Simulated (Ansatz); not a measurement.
# BF2H3OSi: the cost of one run

All numbers below are computed with Ansatz 0.2.0 (RKS B3LYP-D4/def2-SVP).

## 1. The system as given

Bond lengths: F1–B2 1.500 Å, B2–F3 1.461 Å, B2–O4 1.441 Å, O4–Si5 1.734 Å, Si5–H6 1.496 Å, Si5–H7 1.487 Å, Si5–H8 1.432 Å. Angles: F1–B2–F3 119.5°, F1–B2–O4 118.2°, F3–B2–O4 122.1°, B2–O4–Si5 105.9°, O4–Si5–H6 109.0°, O4–Si5–H7 107.1°, O4–Si5–H8 112.8°, H6–Si5–H7 108.1°, H6–Si5–H8 109.3°, H7–Si5–H8 110.3°.

Coordinates:

```xyz
8

F     1.9656   -1.3575    0.5547
B     0.4720   -1.2160    0.5747
F    -0.3635   -2.3605    0.2177
O    -0.0880    0.0163    1.0683
Si   -0.4261    0.9798   -0.3335
H    -1.0718    2.2581    0.0975
H     0.8800    1.3100   -0.9622
H    -1.2761    0.3127   -1.2730
```

## 2. End point A

input.yaml

```yaml
crystal:
  periodic: [false, false, false]
  atoms:
    - { symbol: F, position_ang: [1.9656, -1.3575, 0.5547] }
    - { symbol: B, position_ang: [0.472, -1.216, 0.5747] }
    - { symbol: F, position_ang: [-0.3635, -2.3605, 0.2177] }
    - { symbol: O, position_ang: [-0.088, 0.0163, 1.0683] }
    - { symbol: Si, position_ang: [-0.4261, 0.9798, -0.3335] }
    - { symbol: H, position_ang: [-1.0718, 2.2581, 0.0975] }
    - { symbol: H, position_ang: [0.88, 1.31, -0.9622] }
    - { symbol: H, position_ang: [-1.2761, 0.3127, -1.273] }
basis:
  gaussian: { orbitals: def2-SVP }
hamiltonian:
  xc: b3lyp
  dispersion: d4
relax:
  f_tol: 0.015
  max_steps: 40
output:
  orbitals: {}
```

Launch:

```
$ ansatz run input.yaml --threads 1 --pin off --max-ram 2048MiB --backend cpu --events-out ev --progress --plain --runs-dir out
```

**Question.** How long does this run take on 1 thread of an x86-64 CPU, shared host, and how much memory does it need?

About 3 min, with a peak of 0.19 GiB.
